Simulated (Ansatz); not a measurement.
# Cl2FGeH5O2Si: the cost of one run

Method: RHF/def2-SVP, in Ansatz 0.2.0.

**1. The structure to begin with**

Bond lengths: Ge1–F2 2.030 Å, Ge1–Cl3 2.220 Å, Ge1–O4 1.769 Å, O4–H5 1.010 Å, Ge1–Cl6 2.218 Å, Ge1–O7 2.070 Å, Cl6–Si8 2.534 Å, O7–Si8 1.680 Å, Si8–H9 1.460 Å, Si8–H10 1.460 Å, Si8–H11 1.460 Å. Angles (14 of 23 angles, heavy atoms first): F2–Ge1–Cl3 109.5°, F2–Ge1–O4 109.5°, F2–Ge1–Cl6 109.5°, F2–Ge1–O7 71.6°, Cl3–Ge1–O4 109.5°, Cl3–Ge1–Cl6 109.5°, Cl3–Ge1–O7 67.2°, O4–Ge1–Cl6 109.5°, O4–Ge1–O7 176.6°, Cl6–Ge1–O7 72.8°, Ge1–Cl6–Si8 88.7°, Ge1–O7–Si8 125.0°, Cl6–Si8–O7 71.1°, Ge1–O4–H5 109.5°.

As a file:

```xyz
12

Ge    0.0000    0.0000    0.0000
F     0.0000    0.0000    2.0300
Cl    2.0935    0.0000   -0.7393
O    -0.8337    1.4443   -0.5894
H    -1.7915    1.2136   -0.8118
Cl   -1.0456   -1.8115   -0.7393
O     1.0804   -1.6406    0.6527
Si    0.5103   -3.2207    0.6807
H     1.2225   -4.0135   -0.3172
H     0.7305   -3.7948    2.0049
H    -0.9181   -3.2289    0.3788
H     0.6544   -0.9938    1.7453
```

**2. Pulling towards end A**

Springs on the bonds that form and break draw the guess towards this end; the thresholds are loose.

Input file input.yaml:

```yaml
crystal:
  periodic: [false, false, false]
  atoms:
    - { symbol: Ge, position_ang: [0.0, 0.0, 0.0] }
    - { symbol: F, position_ang: [0.0, 0.0, 2.03] }
    - { symbol: Cl, position_ang: [2.0935, 0.0, -0.7393] }
    - { symbol: O, position_ang: [-0.8337, 1.4443, -0.5894] }
    - { symbol: H, position_ang: [-1.7915, 1.2136, -0.8118] }
    - { symbol: Cl, position_ang: [-1.0456, -1.8115, -0.7393] }
    - { symbol: O, position_ang: [1.0804, -1.6406, 0.6527] }
    - { symbol: Si, position_ang: [0.5103, -3.2207, 0.6807] }
    - { symbol: H, position_ang: [1.2225, -4.0135, -0.3172] }
    - { symbol: H, position_ang: [0.7305, -3.7948, 2.0049] }
    - { symbol: H, position_ang: [-0.9181, -3.2289, 0.3788] }
    - { symbol: H, position_ang: [0.6544, -0.9938, 1.7453] }
basis:
  gaussian: { orbitals: def2-SVP }
hamiltonian:
  xc: hf
relax:
  f_tol: 0.15
  max_steps: 25
  restrain:
    - { distance: [0, 6], at: 2.97, k: 30.0 }
    - { distance: [11, 1], at: 2.12, k: 30.0 }
    - { distance: [0, 1], at: 1.68, k: 30.0 }
    - { distance: [11, 6], at: 1.01, k: 30.0 }
output:
  orbitals: {}
```

Command:

```bash
ansatz run input.yaml --threads 4 --pin off --max-ram 5120MiB --backend cpu --events-out ev --progress --plain --runs-dir out
```

What time and memory should one allow on 4 threads of Arm Neoverse N1, shared host?

About 39 s, with a peak of 0.53 GiB.
